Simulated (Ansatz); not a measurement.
# Si2H3F3: one species, many methods

Aim: compute Si2H3F3 with functionals from several rungs and with coupled cluster, and see how far each lands from CCSD(T) at the basis-set limit for the atomisation energy.

Computed with Ansatz 0.2.0, Gaussian basis. Level: functionals in def2-TZVPP, the program's frozen cores in correlated methods.

Plan: PBE-D4, r2SCAN-D4, PBE0-D4, B3LYP-D4, ωB97X-V, ωB97M-V, B2PLYP; CCSD(T)/def2-TZVPP; CCSD(T)/def2-QZVPP; extrapolation to the limit.

## (1) The geometry

An earlier PBE0-D4 in a triple-zeta def2 set relaxation fixed the geometry.

SMILES `F[SiH2][SiH](F)F`, 8 atoms, charge 0, spin multiplicity 1.

Atoms are counted from 1 here; the program's logs count them from 0.

Bond lengths: F1–Si2 1.604 Å, Si2–Si3 2.355 Å, Si2–H6 1.485 Å, Si2–H7 1.484 Å, Si3–F4 1.591 Å, Si3–F5 1.594 Å, Si3–H8 1.481 Å. Angles: F1–Si2–Si3 108.4°, F1–Si2–H6 108.2°, F1–Si2–H7 108.6°, Si3–Si2–H6 110.4°, Si3–Si2–H7 111.1°, H6–Si2–H7 109.9°, Si2–Si3–F4 109.8°, Si2–Si3–F5 107.5°, Si2–Si3–H8 116.5°, F4–Si3–F5 107.3°, F4–Si3–H8 107.5°, F5–Si3–H8 107.8°.

## (2) PBE-D4 (GGA)

The input, in.yaml:

```yaml
crystal:
  periodic: [false, false, false]
  atoms:
    - {symbol: F, position_ang: [1.015800, 1.502951, -1.383990]}
    - {symbol: Si, position_ang: [-0.301234, 0.728853, -0.894384]}
    - {symbol: Si, position_ang: [0.301484, -0.741964, 0.843179]}
    - {symbol: F, position_ang: [0.746330, 0.091009, 2.124104]}
    - {symbol: F, position_ang: [-0.999389, -1.570708, 1.243606]}
    - {symbol: H, position_ang: [-0.850229, -0.028611, -2.047592]}
    - {symbol: H, position_ang: [-1.293818, 1.728931, -0.428705]}
    - {symbol: H, position_ang: [1.381046, -1.710462, 0.543773]}
basis:
  gaussian: {orbitals: def2-TZVPP}
hamiltonian: {xc: pbe, dispersion: d4}
output: {forces: true, orbitals: {seedname: orbitals}}
```

Run with:

```
> ansatz run in.yaml --threads 2 --pin off --events-out ev --progress --plain --max-ram 20480MiB --backend cpu
```

Further steps of the session: r2SCAN-D4 (meta-GGA); PBE0-D4 (hybrid); B3LYP-D4 (hybrid); ωB97X-V (range-separated); ωB97M-V (range-separated); B2PLYP (double hybrid); CCSD(T) in def2-TZVPP; CCSD(T) in def2-QZVPP.

Before running them: what should the planned runs give, taken together? Wanted: atomisation energy, CCSD(T)/CBS; farthest; mean size of error, hybrid; mean size of error, range-separated; gap, smallest and largest; T1 diagnostic; triples share of the correlation energy.

**Answer**, as computed:

```
                               quantity                                 value
        atomisation energy, CCSD(T)/CBS                         2973.4 kJ/mol
 functionals within 14.9 kJ/mol (0.5 %)                               ωB97X-V
                               farthest                PBE0-D4 (-81.3 kJ/mol)
             mean size of error, hybrid                           64.9 kJ/mol
    mean size of error, range-separated                           19.2 kJ/mol
              gap, smallest and largest  5.22 eV (PBE-D4), 11.82 eV (ωB97X-V)
                          T1 diagnostic                                0.0123
triples share of the correlation energy                                 2.8 %
```

What this shows: PBE-D4 is off by -25.3 kJ/mol. Double hybrids carry the basis error of their MP2 part in triple zeta, and no dispersion term here, so their miss is partly the set-up's. Misses under about 14.9 kJ/mol are within the doubt on the reference itself, which lacks core-valence correlation, relativity and higher excitations. Hartree-Fock recovers 75 % of the binding; the rest is correlation. The gap grows from 5.2 to 11.8 eV across the functionals, mostly with the share of exact exchange.
